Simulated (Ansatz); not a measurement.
# Zr3CdC: the cost of one run

Computed with Ansatz 0.2.0 (DFT PBE, scalar-relativistic, plane waves, PAW, unless a step's input says otherwise).

1 further run of the same task is left out (it didn't finish).

### 1 The system as given

Symmetry: Pm-3m, No. 221, cubic system. Conventional cell: a = 4.572 Å, b = 4.572 Å, c = 4.572 Å, α = 90.00°, β = 90.00°, γ = 90.00°. Around Zr (site symmetry 4/mmm) lie 2 C at 2.29 Å. Around Cd (site symmetry m-3m) lie 12 Zr at 3.23 Å. C (site symmetry m-3m) has 6 Zr at 2.29 Å as nearest neighbours.

Structure file:

```
CELL_PARAMETERS angstrom
4.57210 0.00000 0.00000
0.00000 4.57210 0.00000
0.00000 0.00000 4.57210
ATOMIC_POSITIONS crystal
Zr 0.00000 0.50000 0.50000
Zr 0.50000 0.00000 0.50000
Zr 0.50000 0.50000 0.00000
Cd 0.00000 0.00000 0.00000
C 0.50000 0.50000 0.50000
```

The cell was relaxed beforehand at this level, from a generated guess; it is a trial structure. At a tolerance of 0.05 Å it has space group Pm-3m (No. 221); it has 19.12 Å³/atom, an uncorrected energy of -0.46 eV/atom over the elements and, on its mesh, gap none (metal).

### 2 Volume × 0.97

input.yaml reads:

```yaml
crystal:
  lattice:
    - [4.5259181533, 0.0, 0.0]
    - [0.0, 4.5259181533, 0.0]
    - [0.0, 0.0, 4.5259181533]
  atoms:
    - { symbol: Zr, position: [0.0, 0.5, 0.5] }
    - { symbol: Zr, position: [0.5, 0.0, 0.5] }
    - { symbol: Zr, position: [0.5, 0.5, 0.0] }
    - { symbol: Cd, position: [0.0, 0.0, 0.0] }
    - { symbol: C, position: [0.5, 0.5, 0.5] }
basis:
  ecutwfc: 420
kpoints:
  mp_grid: { grid: [8, 8, 8] }
hamiltonian:
  xc: pbe
scf:
  occupations: { method: gaussian, width: 0.1 }
output:
  forces: true
  stress: true
  eigenvalues: true
```

Started as:

```bash
> ansatz run input.yaml --threads 1 --pin off --max-ram 2048MiB --backend cpu --events-out ev --progress --plain --runs-dir out
```

Q: Estimate wall time and peak memory on 1 thread of AMD EPYC 9R45 (Zen 5), shared host.

About 1.7 s, with a peak of 0.47 GiB.
